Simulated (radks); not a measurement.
# Co²⁺ in [Ne] 3s1 3p6 3d7 4f1: an all-electron calculation

An exercise on one series of results from a longer session: the logs are not shown, and one member is left open.

Method: non-relativistic Kohn-Sham, PBE, spin-unpolarised, spherical densities, point nucleus. Code: radks (a radial shooting solver on a logarithmic mesh, Libxc functionals) version 1.

### The atom as given

- element: cobalt (Z = 27)
- charge: +2
- electrons: 25
- configuration: [Ne] 3s1 3p6 3d7 4f1

The outer shells:

Co²⁺
```
[Ne] core
3s [↑ ]
3p [↑↓][↑↓][↑↓]
3d [↑↓][↑↓][↑ ][↑ ][↑ ]
4f [↑ ][  ][  ][  ][  ][  ][  ]
```

Set-up of the first run:

Input:

```text
Z 27
configuration [Ne] 3s1 3p6 3d7 4f1
relativity non-relativistic
functional pbe,pbe
spin unpolarised
nucleus point
```

Steps of the session up to this table: Self-consistent calculation.

One table of the session follows, with a row left open; its other results are not shown here.

It belongs to the step «Shells». Sizes of the orbitals, from the radial functions (bohr):

| level | <r> | outermost maximum (interpolated) | 90 % within | nodes |
| --- | --- | --- | --- | --- |
| 1s | 0.05690 | 0.0375 | 0.101 | 0 |
| 2s | 0.2586 | 0.216 | 0.400 | 1 |
| 2p | ? | ? | ? | ? |
| 3s | 0.7758 | 0.674 | 1.16 | 2 |
| 3p | 0.8065 | 0.678 | 1.24 | 1 |
| 3d | 0.9286 | 0.651 | 1.56 | 0 |
| 4f | 5.833 | 5.31 | 8.42 | 0 |

**Question.** Estimate the row for 2p.

As computed: <r>: 0.2261; outermost maximum (interpolated): 0.173; 90 % within: 0.370; nodes: 0. In the column «<r>» it lies between 1s (0.05690) and 2s (0.2586).
